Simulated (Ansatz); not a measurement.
**C3H8SiTe: basis-set convergence**

How large a basis does C3H8SiTe need? Two functionals are run in growing sets.

Program: Ansatz 0.2.0, Gaussian basis. Level of theory: one geometry, several basis sets. These are calculated values, not measurements.

Plan: PBE0-D4/def2-SVP; ωB97M-V/def2-SVP; PBE0-D4/def2-QZVPP; ωB97M-V/def2-QZVPP; the functionals' def2-TZVPP values are taken from earlier runs.

**1. The relaxed structure**

All runs share one geometry, relaxed beforehand with PBE0-D4/def2-TZVP. Te takes the def2 core potential; no spin-orbit term is included.

SMILES `C=C[Te][SiH2]C`, 13 atoms, charge 0, spin multiplicity 1.

Atoms are counted from 1 here; the program's logs count them from 0.

Bond lengths: C1–C2 1.324 Å, C1–H6 1.086 Å, C1–H7 1.084 Å, C2–Te3 2.105 Å, C2–H8 1.086 Å, Te3–Si4 2.496 Å, Si4–C5 1.867 Å, Si4–H9 1.489 Å, Si4–H10 1.487 Å, C5–H11 1.092 Å, C5–H12 1.094 Å, C5–H13 1.092 Å. Angles: C2–C1–H6 120.6°, C2–C1–H7 122.4°, H6–C1–H7 117.0°, C1–C2–Te3 123.6°, C1–C2–H8 121.2°, Te3–C2–H8 115.1°, C2–Te3–Si4 92.6°, Te3–Si4–C5 112.3°, Te3–Si4–H9 107.9°, Te3–Si4–H10 105.6°, C5–Si4–H9 110.2°, C5–Si4–H10 111.6°, H9–Si4–H10 109.1°, Si4–C5–H11 110.2°, Si4–C5–H12 110.6°, Si4–C5–H13 110.6°, H11–C5–H12 108.4°, H11–C5–H13 108.2° and more.

**2. PBE0-D4 in def2-SVP**

File in.yaml:

```yaml
crystal:
  periodic: [false, false, false]
  atoms:
    - {symbol: C, position_ang: [0.166519, -0.773310, 2.692266]}
    - {symbol: C, position_ang: [0.060136, -1.199676, 1.442891]}
    - {symbol: Te, position_ang: [1.642550, -1.146549, 0.055248]}
    - {symbol: Si, position_ang: [0.197054, -0.171875, -1.730606]}
    - {symbol: C, position_ang: [-0.319362, 1.580538, -1.344940]}
    - {symbol: H, position_ang: [-0.661421, -0.884415, 3.386696]}
    - {symbol: H, position_ang: [1.068713, -0.307219, 3.072960]}
    - {symbol: H, position_ang: [-0.853169, -1.662842, 1.082376]}
    - {symbol: H, position_ang: [-1.003348, -1.040735, -1.873492]}
    - {symbol: H, position_ang: [1.000511, -0.243664, -2.979815]}
    - {symbol: H, position_ang: [-0.847377, 1.617244, -0.389620]}
    - {symbol: H, position_ang: [-0.984317, 1.965972, -2.122801]}
    - {symbol: H, position_ang: [0.553911, 2.231831, -1.276164]}
basis:
  gaussian: {orbitals: def2-SVP}
hamiltonian: {xc: pbe0, dispersion: d4}
output: {orbitals: {seedname: orbitals}}
```

Run with:

```sh
ansatz run in.yaml --threads 2 --pin off --events-out ev --progress --plain --max-ram 32768MiB --backend cpu
```

Further steps of the session: ωB97M-V in def2-SVP; PBE0-D4 in def2-QZVPP; ωB97M-V in def2-QZVPP.

**Question.** What will the summary of the whole plan be? Wanted: PBE0-D4: double and triple zeta above quadruple; ωB97M-V: double and triple zeta above quadruple.

As calculated:

| quantity | value |
| --- | --- |
| PBE0-D4: double and triple zeta above quadruple | 7.18, 0.50 eV |
| ωB97M-V: double and triple zeta above quadruple | 7.44, 0.48 eV |

In words: PBE0-D4 gains 6.68 eV from double to triple zeta, then 0.50 eV more. Total energies overstate the basis error of differences, where much of it tends to cancel. The LUMO of ωB97M-V is positive and keeps falling with the basis (1.63 to 1.09 eV): an unbound level that the basis holds in place.
